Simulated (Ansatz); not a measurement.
# C₁₁H₁₃ClZr: basis-set convergence

Aim: see how fast density functionals converge with the basis set for C₁₁H₁₃ClZr.

Method: one geometry, several basis sets; program: Ansatz 0.2.0, Gaussian basis.

Levels to be run: PBE0-D4/def2-SVP; ωB97M-V/def2-SVP; PBE0-D4/def2-QZVPP; ωB97M-V/def2-QZVPP; the functionals' def2-TZVPP values are taken from earlier runs.

## Step 1: The relaxed structure

An earlier PBE0-D4 in a triple-zeta def2 set relaxation fixed the geometry. Zr takes the def2 core potential; no spin-orbit term is included.

SMILES `[CH3][Zr]12345678([Cl])([C@H]9[C@@H]1[C@@H]2[C@@H]3[C@H]94)[C@H]1[C@@H]5[C@@H]6[C@@H]7[C@H]18`, 26 atoms, charge 0, spin multiplicity 1.

Atoms are counted from 1 here; the program's logs count them from 0.

Bond lengths: C1–Zr2 2.266 Å, C1–H14 1.094 Å, C1–H15 1.095 Å, C1–H16 1.095 Å, Zr2–Cl3 2.417 Å, Zr2–C4 2.528 Å, Zr2–C5 2.522 Å, Zr2–C6 2.510 Å, Zr2–C7 2.510 Å, Zr2–C8 2.531 Å, Zr2–C9 2.538 Å, Zr2–C10 2.529 Å, Zr2–C11 2.506 Å, Zr2–C12 2.499 Å, Zr2–C13 2.535 Å, C4–C5 1.411 Å, C4–C8 1.408 Å, C4–H17 1.079 Å and more. Angles: Zr2–C1–H14 115.8°, Zr2–C1–H15 108.5°, Zr2–C1–H16 109.0°, H14–C1–H15 107.7°, H14–C1–H16 107.8°, H15–C1–H16 107.8°, C1–Zr2–Cl3 98.2°, C1–Zr2–C4 91.3°, C1–Zr2–C5 123.5°, C1–Zr2–C6 126.7°, C1–Zr2–C7 95.2°, C1–Zr2–C8 75.0°, C1–Zr2–C9 85.0°, C1–Zr2–C10 76.2°, C1–Zr2–C11 102.2°, C1–Zr2–C12 130.3°, C1–Zr2–C13 116.9°, Cl3–Zr2–C4 84.8° and more.

## Step 2: PBE0-D4 in def2-SVP

File in.yaml:

```yaml
crystal:
  periodic: [false, false, false]
  atoms:
    - {symbol: C, position_ang: [-0.117353, -1.408510, 1.843199]}
    - {symbol: Zr, position_ang: [-0.138790, -0.431588, -0.201776]}
    - {symbol: Cl, position_ang: [-0.806087, -2.358554, -1.499633]}
    - {symbol: C, position_ang: [-2.619122, 0.021362, -0.023201]}
    - {symbol: C, position_ang: [-2.179838, 0.659650, -1.202554]}
    - {symbol: C, position_ang: [-1.305075, 1.699227, -0.835631]}
    - {symbol: C, position_ang: [-1.202725, 1.704519, 0.575333]}
    - {symbol: C, position_ang: [-2.024622, 0.673527, 1.074131]}
    - {symbol: C, position_ang: [2.280779, -1.184600, -0.342016]}
    - {symbol: C, position_ang: [2.243916, -0.122705, 0.587586]}
    - {symbol: C, position_ang: [1.881271, 1.047474, -0.105027]}
    - {symbol: C, position_ang: [1.690761, 0.707513, -1.467104]}
    - {symbol: C, position_ang: [1.955627, -0.668894, -1.609410]}
    - {symbol: H, position_ang: [0.098335, -0.744906, 2.686094]}
    - {symbol: H, position_ang: [-1.097430, -1.864077, 2.020149]}
    - {symbol: H, position_ang: [0.629788, -2.208436, 1.848522]}
    - {symbol: H, position_ang: [-3.267238, -0.840716, 0.021960]}
    - {symbol: H, position_ang: [-2.439813, 0.371659, -2.210217]}
    - {symbol: H, position_ang: [-0.807712, 2.378757, -1.510912]}
    - {symbol: H, position_ang: [-0.615263, 2.388896, 1.168913]}
    - {symbol: H, position_ang: [-2.161376, 0.420760, 2.113361]}
    - {symbol: H, position_ang: [2.488015, -2.219887, -0.116149]}
    - {symbol: H, position_ang: [2.446438, -0.199119, 1.644392]}
    - {symbol: H, position_ang: [1.777626, 2.033087, 0.322682]}
    - {symbol: H, position_ang: [1.421849, 1.386240, -2.262412]}
    - {symbol: H, position_ang: [1.868018, -1.240698, -2.520280]}
basis:
  gaussian: {orbitals: def2-SVP}
hamiltonian: {xc: pbe0, dispersion: d4}
output: {orbitals: {seedname: orbitals}}
```

Started as:

```sh
$ ansatz run in.yaml --threads 11 --pin off --events-out ev --progress --plain --max-ram 174080MiB --backend cpu
```

Further steps of the session: ωB97M-V in def2-SVP; PBE0-D4 in def2-QZVPP; ωB97M-V in def2-QZVPP.

Q: Predict the results of all the runs planned. Wanted: PBE0-D4: double and triple zeta above quadruple; ωB97M-V: double and triple zeta above quadruple.

**Answer**, as computed:

```
                                       quantity           value
PBE0-D4: double and triple zeta above quadruple  17.98, 1.05 eV
ωB97M-V: double and triple zeta above quadruple  18.50, 0.99 eV
```

**Reading.** PBE0-D4 gains 16.93 eV from double to triple zeta, then 1.05 eV more. These are total energies; as a rule much of such shifts cancels in differences, which this series doesn't test.
